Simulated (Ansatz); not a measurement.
**CdPC2O6 (element-swapped structure): how the settings move a single-point run**

Question: which choices in the input matter for CdPC2O6 (element-swapped structure)?

Computed with Ansatz 0.2.0 (reference: DFT PBE, plane waves, PAW, scalar-relativistic, no spin polarisation, unless a step's input says otherwise).

### Step 1. The system as given

Symmetry: R-3, No. 148, trigonal system. Conventional cell: a = 4.789 Å, b = 4.789 Å, c = 15.679 Å, α = 90.00°, β = 90.00°, γ = 120.00°. Around Cd (site symmetry -3) lie 6 O at 1.73 Å. P (site symmetry -3) is surrounded by 6 O at 2.16 Å. C (site symmetry 3) has 9 O at 2.45 to 2.59 Å as nearest neighbours. O (site symmetry 1) has 1 Cd at 1.73 Å as nearest neighbours.

Structure file:

```cif
data_structure
_symmetry_space_group_name_H-M 'P 1'
_symmetry_Int_Tables_number 1
_cell_length_a 4.7887
_cell_length_b 4.7887
_cell_length_c 5.9127
_cell_angle_alpha 113.888
_cell_angle_beta 113.888
_cell_angle_gamma 60.000
_cell_volume 103.80
loop_
_atom_site_label
_atom_site_type_symbol
_atom_site_fract_x
_atom_site_fract_y
_atom_site_fract_z
_atom_site_occupancy
Cd1 Cd 0.00000 0.00000 0.00000 1
P1 P 0.50000 0.50000 0.50000 1
C1 C 0.24350 0.24350 0.73050 1
C2 C 0.75650 0.75650 0.26950 1
O1 O 0.76180 0.76620 0.83670 1
O2 O 0.30870 0.76180 0.83670 1
O3 O 0.76620 0.30870 0.83670 1
O4 O 0.23820 0.23380 0.16330 1
O5 O 0.69130 0.23820 0.16330 1
O6 O 0.23380 0.69130 0.16330 1
```

### Step 2. The reference run

The input, input.yaml:

```yaml
crystal:
  lattice:
    - [2.394372, 4.14717, 0.0]
    - [-2.394372, 4.14717, 0.0]
    - [0.0, -2.76478, 5.226487]
  atoms:
    - { symbol: Cd, position: [0.0, 0.0, 0.0] }
    - { symbol: P, position: [0.5, 0.5, 0.5] }
    - { symbol: C, position: [0.2435, 0.2435, 0.7305] }
    - { symbol: C, position: [0.7565, 0.7565, 0.2695] }
    - { symbol: O, position: [0.7618, 0.7662, 0.8367] }
    - { symbol: O, position: [0.3087, 0.7618, 0.8367] }
    - { symbol: O, position: [0.7662, 0.3087, 0.8367] }
    - { symbol: O, position: [0.2382, 0.2338, 0.1633] }
    - { symbol: O, position: [0.6913, 0.2382, 0.1633] }
    - { symbol: O, position: [0.2338, 0.6913, 0.1633] }
  symmetry: { tolerance: 0.0003 }
kpoints:
  mp_grid: { grid: [5, 5, 5], shift: [0, 0, 0] }
magnetization:
  spin_polarized: false
scf:
  occupations: { method: tetrahedron }
hamiltonian:
  pseudopotentials: { kind: paw }
  xc: pbe
basis:
  ecutwfc: 420
output:
  forces: true
  stress: true
  eigenvalues: true
```

Command:

```sh
> ansatz run input.yaml --threads 1 --pin off --max-ram 2560MiB --backend cpu --events-out ev --progress --plain --runs-dir out
```

The log of the run (excerpt; [...] marks lines left out):

```text
Warning: output.forces, output.stress, relax.cell or npt_langevin: where a Kohn–Sham band that disperses or a degenerate level is filled in part under the method tetrahedron, the forces or the stress that this run publishes need not agree with its energy (scf.occupations.method in the [...]
Warning: crystal.lattice misses the space group found at crystal.symmetry.tolerance 3.0e-4 in a digit that the deck types, which is why this is a warning: making the lattice exact moves one of its numbers by a whole unit of that number's last typed decimal, or more. The operation that it [...]
Warning: RAYON_NUM_THREADS=1 ignored (pool sized by the plan → 1); use --threads N
[...]
Pseudopotentials: kind: paw
Pseudopotential: Cd, paw, valence charge 20, recommended cutoff 420 eV (normal), Cd.paw.azcp
Pseudopotential: P, paw, valence charge 5, recommended cutoff 420 eV (normal), P.paw.azcp
Pseudopotential: C, paw, valence charge 4, recommended cutoff 420 eV (normal), C.paw.azcp
Pseudopotential: O, paw, valence charge 6, recommended cutoff 420 eV (normal), O.paw.azcp
Functional definition: PBE
[...]
Crystal: 10 atoms, lattice volume = 103.797 Å³
Basis set: ecut = 420 eV, 1985 PW (Γ), exchange–correlation on 72×72×80 points (8 copies of the dense FFT grid, shifted against one another)
Bands: 45, of which v1, the nominal top of the filled ones, is band 35 counted from 1 (34 counted from 0)
Symmetry: 6 space group operations
Space group: R-3 (ITA 148), of the structure as read, at distance tolerance 1.4e-3 Å
k-points: 23 of 125
[...]
SCF iter   1: F=—  HF=-12875.335625 eV  |F-HF|=—  |Δ(HF+E_count)|=         —  Δρ=1.83e-2  dr2=5.88e-1  ethr=1.77e-3  ⟨swp⟩=7.1  Hψ=4380  notcnv=0  defer=2
[...]
SCF iter  10: F=-12875.275950 eV  HF=-12875.275950 eV  |F-HF|=2.99e-9  |Δ(HF+E_count)|=   1.38e-6  Δρ=3.68e-6  dr2=1.74e-8  ethr=1.45e-10  ⟨swp⟩=7.1  Hψ=3795  notcnv=0
[...]
SCF converged after 10 iterations
Stability not checked: this state was not tested for a lower state beside it, because cold or Methfessel-Paxton smearing, or corrected tetrahedra, fill the levels in a way that the test cannot read (fill_not_monotonic; see scf.lower_state_search)
Free energy (F): -12875.275950 eV
[...]
E sigma→0 (E₀):  -12875.275950 eV
Entropy (-TS):   -0.001168 eV (-0.117 meV/atom)
Fermi energy:    7.996501 eV
[...]
--- Forces (eV/Å), atoms counted from 1 ---
  atom   1  Cd     0.00000000    -0.00000000     0.00000000
  atom   2  P     -0.00000000    -0.00000000     0.00000000
  atom   3  C      0.00000000    -0.00000000     1.42943642
  atom   4  C     -0.00000000     0.00000000    -1.42943642
  atom   5  O     -0.17287944    -6.44624199    -6.53965066
  atom   6  O      5.66904904     3.07340301    -6.53965066
  atom   7  O     -5.49616960     3.37283898    -6.53965066
  atom   8  O      0.17287944     6.44624199     6.53965066
[...]
--- Stress (GPa, compression-positive) ---
       59.487694      -0.000000      -0.000000
        0.000000      59.487694      -0.000000
       -0.000000      -0.000000      18.419692
  P = ⅓ Tr σ = 45.7984 GPa (457.984 kbar)
--- Band table (eV; the first three rows and the last of 23) ---
[...]
```

Wall time 7.9 s (1 thread of Arm Neoverse V1, shared host); peak memory 0.4 GiB.

### Step 3. Variant: occupations.method gaussian, occupations.width 0.05, xc r2scan

input.yaml: that of step 2 with these lines changed.

```diff
@@ -22,6 +22,6 @@
 scf:
-  occupations: { method: tetrahedron }
+  occupations: { method: gaussian, width: 0.05 }
 hamiltonian:
   pseudopotentials: { kind: paw }
-  xc: pbe
+  xc: r2scan
 basis:
```

Command:

```sh
> ansatz run input.yaml --threads 1 --pin off --max-ram 2560MiB --backend cpu --events-out ev --progress --plain --runs-dir out
```

The log of the run (excerpt; [...] marks lines left out):

```text
Warning: crystal.lattice misses the space group found at crystal.symmetry.tolerance 3.0e-4 in a digit that the deck types, which is why this is a warning: making the lattice exact moves one of its numbers by a whole unit of that number's last typed decimal, or more. The operation that it [...]
Warning: basis.ecutwfc = 420 eV is below the records' recommended 500 eV, and the density's cutoff is lower with it unless basis.ecutrho_ratio is high enough to keep the records' density cutoff: compare with a run at a higher cutoff
Warning: RAYON_NUM_THREADS=1 ignored (pool sized by the plan → 1); use --threads N
[...]
[... 1 set-up line as earlier in the session ...]
Pseudopotential: Cd, paw, valence charge 20, recommended cutoff 500 eV (meta_gga), Cd.paw.azcp
Pseudopotential: P, paw, valence charge 5, recommended cutoff 500 eV (meta_gga), P.paw.azcp
Pseudopotential: C, paw, valence charge 4, recommended cutoff 500 eV (meta_gga), C.paw.azcp
Pseudopotential: O, paw, valence charge 6, recommended cutoff 500 eV (meta_gga), O.paw.azcp
Functional definition: r2SCAN
[...]
Crystal: 10 atoms, lattice volume = 103.797 Å³
[...]
k-points: 23 of 125
[...]
SCF iter   1: F=—  HF=-12899.621005 eV  |F-HF|=—  |Δ(HF+E_count)|=         —  Δρ=4.20e-2  dr2=3.32e0  dr2_τ=8.76e-1  ethr=1.77e-3  ⟨swp⟩=8.9  Hψ=4808  notcnv=0
[...]
SCF iter  10: F=-12899.382578 eV  HF=-12899.382578 eV  |F-HF|=6.97e-9  |Δ(HF+E_count)|=   3.60e-8  Δρ=4.48e-6  dr2=2.09e-8  dr2_τ=1.56e-9  ethr=1.45e-10  ⟨swp⟩=10.9  Hψ=4588  notcnv=0
[...]
SCF converged after 10 iterations
Free energy (F): -12899.382578 eV
[...]
E sigma→0 (E₀):  -12899.379746 eV
Entropy (-TS):   -0.005663 eV (-0.566 meV/atom)
Fermi energy:    7.820060 eV
[...]
--- Forces (eV/Å), atoms counted from 1 ---
  atom   1  Cd     0.00000000     0.00000000     0.00000000
  atom   2  P      0.00000000     0.00000000     0.00000000
  atom   3  C      0.00000000    -0.00000000     1.54915501
  atom   4  C     -0.00000000     0.00000000    -1.54915501
  atom   5  O     -0.18079574    -6.10713757    -6.58575332
  atom   6  O      5.37933415     2.89699509    -6.58575332
  atom   7  O     -5.19853842     3.21014249    -6.58575332
  atom   8  O      0.18079574     6.10713757     6.58575332
[...]
--- Stress (GPa, compression-positive) ---
       55.907867      -0.000000      -0.000000
        0.000000      55.907867      -0.000000
       -0.000000      -0.000000      13.974797
  P = ⅓ Tr σ = 41.9302 GPa (419.302 kbar)
--- Band table (eV; the first three rows and the last of 23) ---
[...]
```

Wall time 17 s (1 thread of Arm Neoverse V1, shared host); peak memory 0.61 GiB.

A change of functional puts the total energy on another scale; the pressure goes from 45.8 to 41.9 GPa and the largest force goes from 9.18 to 8.98 eV/Å. The smearing changed too. The cutoff is under what these potentials recommend, as the log warns, so basis error is mixed in. Cost: 17 s against 7.9 s.

### Step 4. Variant: dr2_threshold 1.0e-06

input.yaml: that of step 2 with these lines changed.

```diff
@@ -23,2 +23,3 @@
   occupations: { method: tetrahedron }
+  convergence: { dr2_threshold: 1.0e-06 }
 hamiltonian:
@@ -32 +33,5 @@
   eigenvalues: true
+  write_density: true
+  write_potential: true
+  elf: true
+  volumetric_format: npy
```

Command:

```sh
> ansatz run input.yaml --threads 1 --pin off --max-ram 2560MiB --backend cpu --events-out ev --progress --plain --runs-dir out
```

The log of the run (excerpt; [...] marks lines left out):

```text
Warning: output.forces, output.stress, relax.cell or npt_langevin: where a Kohn–Sham band that disperses or a degenerate level is filled in part under the method tetrahedron, the forces or the stress that this run publishes need not agree with its energy (scf.occupations.method in the [...]
Warning: crystal.lattice misses the space group found at crystal.symmetry.tolerance 3.0e-4 in a digit that the deck types, which is why this is a warning: making the lattice exact moves one of its numbers by a whole unit of that number's last typed decimal, or more. The operation that it [...]
Warning: scf.convergence.dr2_threshold = 1e-6 eV is looser than this run's default, which is 1e-7 eV or tighter. The error in the forces grows as the threshold's square root, so leave the key out unless less accurate forces are enough
Warning: output.stress: scf.convergence.dr2_threshold = 1e-6 eV is looser than the 1e-9 eV advised for a printed stress (1e-10 eV for each atom of the cell: 10). What an SCF threshold leaves in a stress goes as its square root, and in the free energy as the threshold itself, and one [...]
Warning: RAYON_NUM_THREADS=1 ignored (pool sized by the plan → 1); use --threads N
[...]
[... 3 set-up lines as earlier in the session ...]
[...]
[... 2 set-up lines as earlier in the session ...]
k-points: 23 of 125
[...]
SCF iter   1: F=—  HF=-12875.335625 eV  |F-HF|=—  |Δ(HF+E_count)|=         —  Δρ=1.83e-2  dr2=5.88e-1  ethr=1.77e-3  ⟨swp⟩=7.1  Hψ=4380  notcnv=0  defer=2
[...]
SCF iter   9: F=-12875.275951 eV  HF=-12875.275951 eV  |F-HF|=8.75e-8  |Δ(HF+E_count)|=   1.52e-5  Δρ=1.33e-5  dr2=2.43e-7  ethr=1.45e-9  ⟨swp⟩=11.7  Hψ=7640  notcnv=0
[...]
SCF converged after 9 iterations
Stability not checked: this state was not tested for a lower state beside it, because cold or Methfessel-Paxton smearing, or corrected tetrahedra, fill the levels in a way that the test cannot read (fill_not_monotonic; see scf.lower_state_search)
Free energy (F): -12875.275951 eV
[...]
E sigma→0 (E₀):  -12875.275951 eV
Entropy (-TS):   -0.001169 eV (-0.117 meV/atom)
Fermi energy:    7.996444 eV
[...]
--- Forces (eV/Å), atoms counted from 1 ---
  atom   1  Cd     0.00000000    -0.00000000     0.00000000
  atom   2  P      0.00000000     0.00000000     0.00000000
  atom   3  C      0.00000000    -0.00000000     1.42942984
  atom   4  C     -0.00000000     0.00000000    -1.42942984
  atom   5  O     -0.17288252    -6.44624465    -6.53956383
  atom   6  O      5.66905289     3.07340167    -6.53956383
  atom   7  O     -5.49617036     3.37284298    -6.53956383
  atom   8  O      0.17288252     6.44624465     6.53956383
[...]
--- Stress (GPa, compression-positive) ---
       59.486760      -0.000000      -0.000000
        0.000000      59.486760      -0.000000
       -0.000000      -0.000000      18.419617
  P = ⅓ Tr σ = 45.7977 GPa (457.977 kbar)
--- Band table (eV; the first three rows and the last of 23) ---
[...]
```

It took 8.7 s on 1 thread of Arm Neoverse V1, shared host; peak memory 0.4 GiB.

Same state: the changed convergence setting leaves the energy within 0.5 meV/atom.

### Step 5. The same system, input altered

input.yaml: that of step 2 with these lines changed.

```diff
@@ -23,5 +23,6 @@
   occupations: { method: tetrahedron }
+  convergence: { dr2_threshold: 0.0001 }
 hamiltonian:
   pseudopotentials: { kind: paw }
-  xc: pbe
+  xc: revpbe
 basis:
```

Command:

```sh
> ansatz run input.yaml --threads 1 --pin off --max-ram 2560MiB --backend cpu --events-out ev --progress --plain --runs-dir out
```

The log of the run (excerpt; [...] marks lines left out):

```text
Warning: output.forces, output.stress, relax.cell or npt_langevin: where a Kohn–Sham band that disperses or a degenerate level is filled in part under the method tetrahedron, the forces or the stress that this run publishes need not agree with its energy (scf.occupations.method in the [...]
Warning: crystal.lattice misses the space group found at crystal.symmetry.tolerance 3.0e-4 in a digit that the deck types, which is why this is a warning: making the lattice exact moves one of its numbers by a whole unit of that number's last typed decimal, or more. The operation that it [...]
Warning: scf.convergence.dr2_threshold = 1e-4 eV is looser than this run's default, which is 1e-7 eV or tighter. The error in the forces grows as the threshold's square root, so leave the key out unless less accurate forces are enough
Warning: output.stress: scf.convergence.dr2_threshold = 1e-4 eV is looser than the 1e-9 eV advised for a printed stress (1e-10 eV for each atom of the cell: 10). What an SCF threshold leaves in a stress goes as its square root, and in the free energy as the threshold itself, and one [...]
Warning: RAYON_NUM_THREADS=1 ignored (pool sized by the plan → 1); use --threads N
[...]
[... 3 set-up lines as earlier in the session ...]
[...]
[... 2 set-up lines as earlier in the session ...]
k-points: 23 of 125
[...]
SCF iter   1: F=—  HF=-12892.648268 eV  |F-HF|=—  |Δ(HF+E_count)|=         —  Δρ=2.07e-2  dr2=7.57e-1  ethr=1.77e-3  ⟨swp⟩=7.3  Hψ=4448  notcnv=0  defer=2
[...]
SCF iter   7: F=-12892.574285 eV  HF=-12892.574345 eV  |F-HF|=6.02e-5  |Δ(HF+E_count)|=   7.47e-5  Δρ=2.13e-4  dr2=8.80e-5  ethr=1.45e-7  ⟨swp⟩=6.0  Hψ=4179  notcnv=0
[...]
SCF converged after 7 iterations
Stability not checked: this state was not tested for a lower state beside it, because cold or Methfessel-Paxton smearing, or corrected tetrahedra, fill the levels in a way that the test cannot read (fill_not_monotonic; see scf.lower_state_search)
Free energy (F): -12892.574285 eV
[...]
E sigma→0 (E₀):  -12892.574285 eV
Entropy (-TS):   -0.000858 eV (-0.086 meV/atom)
Fermi energy:    8.096482 eV
[...]
--- Forces (eV/Å), atoms counted from 1 ---
  atom   1  Cd     0.00000000     0.00000000     0.00000000
  atom   2  P      0.00000000     0.00000000     0.00000000
  atom   3  C      0.00000000    -0.00000000     1.38260628
  atom   4  C     -0.00000000     0.00000000    -1.38260628
  atom   5  O     -0.17526829    -6.51423353    -6.64283751
  atom   6  O      5.72912587     3.10532997    -6.64283751
  atom   7  O     -5.55385758     3.40890356    -6.64283751
  atom   8  O      0.17526829     6.51423353     6.64283751
[...]
--- Stress (GPa, compression-positive) ---
       62.956568       0.000002      -0.000000
       -0.000002      62.956568      -0.000000
       -0.000000      -0.000000      21.219432
  P = ⅓ Tr σ = 49.0442 GPa (490.442 kbar)
--- Band table (eV; the first three rows and the last of 23) ---
[...]
```

It took 6.6 s on 1 thread of Arm Neoverse V1, shared host; peak memory 0.39 GiB.

### Step 6. Can this result be trusted?

This run ends as converged, with warnings (band table not solved further, force scf threshold loose, stress scf threshold loose). Its log warns: «output.forces, output.stress, relax.cell or npt_langevin: where a Kohn–Sham band that disperses or a degenerate level is filled in part under the method tetrahedron ...»

Look at the input: scf.convergence.dr2_threshold is 0.0001. The tolerance lets an unconverged density pass as converged.

To undo it: delete scf.convergence.dr2_threshold (the default then holds).

A change of functional puts the total energy on another scale; the pressure goes from 45.8 to 49.0 GPa and the largest force goes from 9.18 to 9.31 eV/Å. At this fixed cell a higher pressure means that this functional prefers a larger volume than the reference.

### Step 7. Changing settings: symmetry.detect false, dr2_threshold 1.0e-05, tolerance left out

input.yaml: that of step 2 with these lines changed.

```diff
@@ -16,3 +16,3 @@
     - { symbol: O, position: [0.2338, 0.6913, 0.1633] }
-  symmetry: { tolerance: 0.0003 }
+  symmetry: { detect: false }
 kpoints:
@@ -23,2 +23,3 @@
   occupations: { method: tetrahedron }
+  convergence: { dr2_threshold: 1.0e-05 }
 hamiltonian:
```

Command:

```sh
> ansatz run input.yaml --threads 1 --pin off --max-ram 2560MiB --backend cpu --events-out ev --progress --plain --runs-dir out
```

The log of the run (excerpt; [...] marks lines left out):

```text
Warning: output.forces, output.stress, relax.cell or npt_langevin: where a Kohn–Sham band that disperses or a degenerate level is filled in part under the method tetrahedron, the forces or the stress that this run publishes need not agree with its energy (scf.occupations.method in the [...]
Warning: scf.convergence.dr2_threshold = 1e-5 eV is looser than this run's default, which is 1e-7 eV or tighter. The error in the forces grows as the threshold's square root, so leave the key out unless less accurate forces are enough
Warning: output.stress: scf.convergence.dr2_threshold = 1e-5 eV is looser than the 1e-9 eV advised for a printed stress (1e-10 eV for each atom of the cell: 10). What an SCF threshold leaves in a stress goes as its square root, and in the free energy as the threshold itself, and one [...]
Warning: RAYON_NUM_THREADS=1 ignored (pool sized by the plan → 1); use --threads N
[...]
[... 5 set-up lines as earlier in the session ...]
[...]
SCF iter  10: F=-12875.275945 eV  HF=-12875.275946 eV  |F-HF|=4.87e-7  |Δ(HF+E_count)|=   9.62e-6  Δρ=2.96e-5  dr2=1.12e-6  ethr=1.45e-8  ⟨swp⟩=6.9  Hψ=9892  notcnv=0
[...]
SCF converged after 10 iterations
Stability not checked: this state was not tested for a lower state beside it, because cold or Methfessel-Paxton smearing, or corrected tetrahedra, fill the levels in a way that the test cannot read (fill_not_monotonic; see scf.lower_state_search)
Free energy (F): -12875.275945 eV
[...]
E sigma→0 (E₀):  -12875.275945 eV
Entropy (-TS):   -0.001167 eV (-0.117 meV/atom)
Fermi energy:    7.996430 eV
[...]
--- Forces (eV/Å), atoms counted from 1 ---
  atom   1  Cd     0.00152133     0.00041590     0.00017890
  atom   2  P     -0.00000450    -0.00000318    -0.00005458
  atom   3  C      0.00002243    -0.00000410     1.42952433
  atom   4  C      0.00002569    -0.00000707    -1.42948699
  atom   5  O     -0.17285704    -6.44650072    -6.53973555
  atom   6  O      5.66873897     3.07323568    -6.53981426
  atom   7  O     -5.49650261     3.37305075    -6.53967891
  atom   8  O      0.17288143     6.44622311     6.53973274
[...]
--- Stress (GPa, compression-positive) ---
       59.488799      -0.000112       0.000124
       -0.000112      59.489149       0.000183
        0.000123       0.000182      18.419877
  P = ⅓ Tr σ = 45.7993 GPa (457.993 kbar)
--- Band table (eV; the first three rows and the last of 63) ---
[...]
```

Run time: 32 s. Hardware: 1 thread of Arm Neoverse V1, shared host; peak memory 0.47 GiB.

The changed use of symmetry and convergence setting doesn't alter the result here (within 0.5 meV/atom). Cost: 32 s against 7.9 s.

### Step 8. All runs together

```
                                                                run     ending   energy change  pressure (GPa)  gap (eV)  force (eV/Å)  cycles   time
                                                          reference  converged               0            45.8      0.00          9.18      10  7.9 s
  1: occupations.method gaussian, occupations.width 0.05, xc r2scan  converged  not comparable            41.9      0.00          8.98      10   17 s
                                           2: dr2_threshold 1.0e-06  converged    0.0 meV/atom            45.8      0.00          9.18       9  8.7 s
                                 3: dr2_threshold 0.0001, xc revpbe  converged  not comparable            49.0      0.00          9.31       7  6.6 s
4: symmetry.detect false, dr2_threshold 1.0e-05, tolerance left out  converged    0.0 meV/atom            45.8      0.00          9.18      10   32 s
```

Times don't compare one to one where runs were asked for different outputs or read a saved state (see the inputs); cycles may leave out searches for a lower state.

Residual by cycle in the longest SCF loop of each run; runs are numbered as in the table. The quantity is the density residual dr2, in eV.

```
cycle  reference    run 1    run 2    run 3    run 4
    1      0.588     3.32    0.588    0.757    0.588
    2      0.403    0.902    0.403    0.482    0.403
    3     0.0263   0.0982   0.0263   0.0308   0.0262
    4    0.00849   0.0339  0.00849  0.00812  0.00839
    5     5.3e-4  0.00586   5.3e-4   6.6e-4   5.3e-4
    6     9.6e-5   5.6e-4   9.6e-5   3.8e-4   4.2e-4
    7     3.2e-5   2.7e-4   3.1e-5   8.8e-5   5.8e-4
    8     5.7e-6   7.1e-5   5.7e-6        -   1.3e-4
    9     2.6e-7   3.4e-7   2.4e-7        -   1.6e-5
   10     1.7e-8   2.1e-8        -        -   1.1e-6
```

Of the converged runs whose energies compare with the reference's, none moves it noticeably. Run 1 ran under the cutoff that the potentials recommend, as the log warns, so basis error is mixed into its values. The structure is not at rest: the sound run finds 46 GPa, so these are no properties of the relaxed crystal. 

The reference is no final answer either: it is run without spin, though an odd electron count or open d shells could carry moments; its mesh is coarse for a cell with so small a gap or none; the structure is made up and not relaxed.
